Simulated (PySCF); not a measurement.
**One shape, several levels: C3H10Sn (SMILES [CH3][SnH]([CH3])[CH3])**

Aim: a comparison of 3 runs (HF/3-21G, PBE0/def2-SVP, TPSS/def2-SVP) of C3H10Sn. The job is set up through a Python script.

The results are computed with PySCF 2.14.0.

## Step 1: Starting point

C3H10Sn: 14 atoms, total charge 0, spin state singlet. SMILES: `[CH3][SnH]([CH3])[CH3]`. Geometry: relaxed at PBE0-D4/def2-TZVP.

Bond lengths: C1–Sn2 2.145 Å, Sn2–C3 2.145 Å, Sn2–C4 2.145 Å, C1–H5 1.091 Å, C1–H6 1.091 Å, C1–H7 1.091 Å, Sn2–H8 1.719 Å, C3–H9 1.091 Å, C3–H10 1.091 Å, C3–H11 1.091 Å, C4–H12 1.091 Å, C4–H13 1.091 Å, C4–H14 1.091 Å. Some angles: C1–Sn2–C3 109.6°, C1–Sn2–C4 109.6°, C3–Sn2–C4 109.6°, C1–Sn2–H8 109.3°, C3–Sn2–H8 109.3°, C4–Sn2–H8 109.3°, Sn2–C1–H5 110.4°, Sn2–C1–H6 110.4°, Sn2–C1–H7 110.0°, Sn2–C3–H9 110.4°.

## Step 2: Energy and forces at HF/3-21G (run 1)

The input, mol.xyz:

```xyz
14

C     -1.380500     1.370700    -0.570700
Sn    -0.296100    -0.167700     0.458000
C      1.610100     0.591100     1.083300
C     -0.009600    -1.843200    -0.850200
H     -2.353400     0.998500    -0.894200
H     -1.535400     2.229200     0.083900
H     -0.821500     1.697000    -1.449000
H     -1.190200    -0.669100     1.838200
H      2.171600    -0.180400     1.611500
H      1.479500     1.445200     1.748900
H      2.187400     0.910400     0.214200
H      0.557700    -1.536200    -1.730100
H     -0.972000    -2.240000    -1.175900
H      0.539400    -2.635000    -0.339200
```

The input, job.py:

```python
# [CH3][SnH]([CH3])[CH3]
import pyscf.grad
from pyscf import gto

mol = gto.Mole()
mol.atom = 'mol.xyz'
mol.basis = '3-21g'
mol.max_memory = 1860
mol.charge = 0
mol.verbose = 4
mol.build()

hf = mol.RHF()
hf.conv_tol = 1e-10
hf.kernel()
if not hf.converged:
    hf = hf.newton().run(hf.mo_coeff, hf.mo_occ)

etot = hf.e_tot
print('Final energy', etot)
grad = hf.Gradients().kernel()
hf.analyze()
```

The run is started by

```sh
$ OMP_NUM_THREADS=1 python job.py
```

Standard output:

```text
PySCF version 2.14.0

[... 83 lines left out ...]
Two-electron Energy =                 2707.780535568221694
[... 9 lines left out ...]
MO #6   energy= -31.5041694982998  occ= 2
[... 7 lines left out ...]
MO #14  energy= -19.0457467041376  occ= 2
[... 7 lines left out ...]
MO #22  energy= -1.38773857323242  occ= 2
[... 7 lines left out ...]
MO #30  energy= -0.594785635789086 occ= 2
[... 7 lines left out ...]
MO #38  energy= -0.388941791330655 occ= 2
[... 7 lines left out ...]
MO #46  energy= 0.321399951842844  occ= 0
[... 7 lines left out ...]
MO #54  energy= 0.523930418498482  occ= 0
[... 7 lines left out ...]
MO #62  energy= 1.09138151728872   occ= 0
[... 7 lines left out ...]
MO #70  energy= 1.36332777286133   occ= 0
[... 7 lines left out ...]
MO #78  energy= 2.03553634214366   occ= 0
[... 56 lines left out ...]
pop of  3 C 2pz           1.17153
pop of  3 C 3px           0.00073
pop of  3 C 3py           0.00348
pop of  3 C 3pz           0.00251
pop of  4 H 1s            0.89402
pop of  4 H 2s            0.00781
pop of  5 H 1s            0.89400
pop of  5 H 2s            0.00781
pop of  6 H 1s            0.89605
pop of  6 H 2s            0.00774
pop of  7 H 1s            1.17587
pop of  7 H 2s            0.00116
pop of  8 H 1s            0.89398
pop of  8 H 2s            0.00781
pop of  9 H 1s            0.89400
pop of  9 H 2s            0.00781
pop of  10 H 1s           0.89607
pop of  10 H 2s           0.00773
pop of  11 H 1s           0.89605
pop of  11 H 2s           0.00774
pop of  12 H 1s           0.89402
pop of  12 H 2s           0.00781
pop of  13 H 1s           0.89399
pop of  13 H 2s           0.00781
 ** Mulliken atomic charges  **
charge of    0C =     -0.57099
charge of    1Sn =      1.01228
charge of    2C =     -0.57101
charge of    3C =     -0.57100
charge of    4H =      0.09817
charge of    5H =      0.09819
charge of    6H =      0.09621
charge of    7H =     -0.17703
charge of    8H =      0.09820
charge of    9H =      0.09819
charge of   10H =      0.09619
charge of   11H =      0.09621
charge of   12H =      0.09817
charge of   13H =      0.09820
Dipole moment(X, Y, Z, Debye):  0.25929,  0.14505, -0.39921
```

It took 6.6 s on 1 thread of Intel Xeon at 2.70GHz, shared host; peak memory 0.16 GiB.

## Step 3: Energy and forces at PBE0/def2-SVP (core potential) (run 2)

The input, job.py:

```python
# [CH3][SnH]([CH3])[CH3]
import pyscf.grad
from pyscf import gto, dft

system = gto.Mole()
system.atom = '''
C     -2.608767     2.590248    -1.078467
Sn    -0.559548    -0.316907     0.865495
C      3.042648     1.117017     2.047140
C     -0.018141    -3.483143    -1.606645
H     -4.447281     1.886892    -1.689793
H     -2.901485     4.212577     0.158548
H     -1.552410     3.206865    -2.738213
H     -2.249152    -1.264416     3.473695
H      4.103729    -0.340907     3.045294
H      2.795850     2.731032     3.304942
H      4.133587     1.720407     0.404779
H      1.053900    -2.902997    -3.269415
H     -1.836814    -4.232987    -2.222129
H      1.019318    -4.979428    -0.640995
'''
system.basis = 'def2-svp'
system.max_memory = 1860
system.verbose = 3
system.unit = 'bohr'
system.charge = 0
system.spin = 0
system.ecp = {'Sn': 'def2-svp'}
system.build()

mf = dft.RKS(system, xc='pbe0')
mf.conv_tol = 1e-10
mf.grids.level = 5
mf.kernel()
if not mf.converged:
    mf = mf.newton().run(mf.mo_coeff, mf.mo_occ)

etot = mf.e_tot
print(f'total energy: {etot:.8f} hartree')
grad = mf.Gradients().kernel()
dip = mf.dip_moment()
pop, q = mf.mulliken_pop()
```

The run is started by

```sh
$ OMP_NUM_THREADS=1 python job.py
```

Standard output:

```text
converged SCF energy = -334.381076834736
total energy: -334.38107683 hartree
[... 8 lines left out ...]
Dipole moment(X, Y, Z, Debye):  0.31923,  0.17876, -0.49204
[... 94 lines left out ...]
pop of  9 H 1s            0.72797
pop of  9 H 2s            0.17547
pop of  9 H 2px           0.00679
pop of  9 H 2py           0.01079
pop of  9 H 2pz           0.00859
pop of  10 H 1s           0.72881
pop of  10 H 2s           0.17670
pop of  10 H 2px          0.00864
pop of  10 H 2py          0.00605
pop of  10 H 2pz          0.01146
pop of  11 H 1s           0.72885
pop of  11 H 2s           0.17667
pop of  11 H 2px          0.00761
pop of  11 H 2py          0.00721
pop of  11 H 2pz          0.01133
pop of  12 H 1s           0.72794
pop of  12 H 2s           0.17550
pop of  12 H 2px          0.01263
pop of  12 H 2py          0.00712
pop of  12 H 2pz          0.00641
pop of  13 H 1s           0.72799
pop of  13 H 2s           0.17545
pop of  13 H 2px          0.00745
pop of  13 H 2py          0.01052
pop of  13 H 2pz          0.00820
 ** Mulliken atomic charges  **
charge of    0C =     -0.35591
charge of    1Sn =      0.55299
charge of    2C =     -0.35589
charge of    3C =     -0.35590
charge of    4H =      0.07040
charge of    5H =      0.07040
charge of    6H =      0.06834
charge of    7H =     -0.11272
charge of    8H =      0.07041
charge of    9H =      0.07040
charge of   10H =      0.06834
charge of   11H =      0.06832
charge of   12H =      0.07041
charge of   13H =      0.07040
```

Wall time 73 s (1 thread of Intel Xeon at 2.70GHz, shared host); peak memory 1.3 GiB.

## Step 4: Energy and gradient at TPSS/def2-SVP (core potential) (run 3)

The input, calc.py:

```python
from pyscf import gto, dft

mol = gto.M(
    atom='''
C     -1.380500     1.370700    -0.570700
Sn    -0.296100    -0.167700     0.458000
C      1.610100     0.591100     1.083300
C     -0.009600    -1.843200    -0.850200
H     -2.353400     0.998500    -0.894200
H     -1.535400     2.229200     0.083900
H     -0.821500     1.697000    -1.449000
H     -1.190200    -0.669100     1.838200
H      2.171600    -0.180400     1.611500
H      1.479500     1.445200     1.748900
H      2.187400     0.910400     0.214200
H      0.557700    -1.536200    -1.730100
H     -0.972000    -2.240000    -1.175900
H      0.539400    -2.635000    -0.339200
''',
    spin=0,
    basis='def2-svp',
    ecp={'Sn': 'def2-svp'},
    verbose=4,
    max_memory=1860,
)

mf = dft.RKS(mol, xc='tpss')
mf.grids.level = 5
mf.conv_tol = 1e-10
mf.kernel()
if not mf.converged:
    mf = mf.newton().run(mf.mo_coeff, mf.mo_occ)

e_final = mf.e_tot
print('E = %.10f Eh' % e_final)
grad = mf.nuc_grad_method().kernel()
dip = mf.dip_moment()
pop, q = mf.mulliken_pop()
```

The run is started by

```sh
$ OMP_NUM_THREADS=1 python calc.py
```

Standard output:

```text
PySCF version 2.14.0

[... 85 lines left out ...]
converged SCF energy = -334.471434638444
[... 13 lines left out ...]
Dipole moment(X, Y, Z, Debye):  0.35175,  0.19698, -0.54226
[... 94 lines left out ...]
pop of  9 H 1s            0.74650
pop of  9 H 2s            0.17945
pop of  9 H 2px           0.00659
pop of  9 H 2py           0.00985
pop of  9 H 2pz           0.00796
pop of  10 H 1s           0.74746
pop of  10 H 2s           0.18071
pop of  10 H 2px          0.00808
pop of  10 H 2py          0.00577
pop of  10 H 2pz          0.01054
pop of  11 H 1s           0.74751
pop of  11 H 2s           0.18068
pop of  11 H 2px          0.00712
pop of  11 H 2py          0.00695
pop of  11 H 2pz          0.01033
pop of  12 H 1s           0.74647
pop of  12 H 2s           0.17947
pop of  12 H 2px          0.01152
pop of  12 H 2py          0.00676
pop of  12 H 2pz          0.00611
pop of  13 H 1s           0.74651
pop of  13 H 2s           0.17943
pop of  13 H 2px          0.00697
pop of  13 H 2py          0.00965
pop of  13 H 2pz          0.00778
 ** Mulliken atomic charges  **
charge of    0C =     -0.26821
charge of    1Sn =      0.48985
charge of    2C =     -0.26820
charge of    3C =     -0.26819
charge of    4H =      0.04966
charge of    5H =      0.04967
charge of    6H =      0.04744
charge of    7H =     -0.12555
charge of    8H =      0.04968
charge of    9H =      0.04966
charge of   10H =      0.04744
charge of   11H =      0.04742
charge of   12H =      0.04967
charge of   13H =      0.04966
```

Run time: 89 s. Hardware: 1 thread of Intel Xeon at 2.70GHz, shared host; peak memory 1.3 GiB.

## Step 5: Overview of the runs

```csv
run,level,core potential,integration grid,energy (Eh),dipole moment (D),HOMO energy (eV),LUMO energy (eV),wall time
1,HF/3-21G,–,–,-6115.056942,0.50,-10.58,4.81,6.6 s
2,PBE0/def2-SVP (core potential),def2-svp,5,-334.381077,0.61,-7.81,1.33,73 s
3,TPSS/def2-SVP (core potential),def2-svp,5,-334.471435,0.68,-6.66,0.65,89 s
```

## Step 6: Results

```
                       quantity          value
            run 3: total energy  -334.47143 Eh
           run 3: dipole moment         0.68 D
             run 3: HOMO energy       -6.66 eV
             run 3: LUMO energy        0.65 eV
           run 3: HOMO–LUMO gap        7.31 eV
run 3: largest force on an atom     0.434 eV/Å
```

In words: The dipole moment (its size) runs from 0.50 D (HF/3-21G) to 0.68 D (TPSS/def2-SVP). The two ends differ in method and basis and core potential. The HOMO–LUMO gap runs from 7.31 eV (TPSS/def2-SVP) to 15.40 eV (HF/3-21G). Totals of different functionals can't be ranked against each other. Some runs of one species differ in core potentials or relativity; totals across that change don't compare. In run 1 relativity is left out where basis or elements ask for it. All runs together took 2.8 min, the longest 89 s.
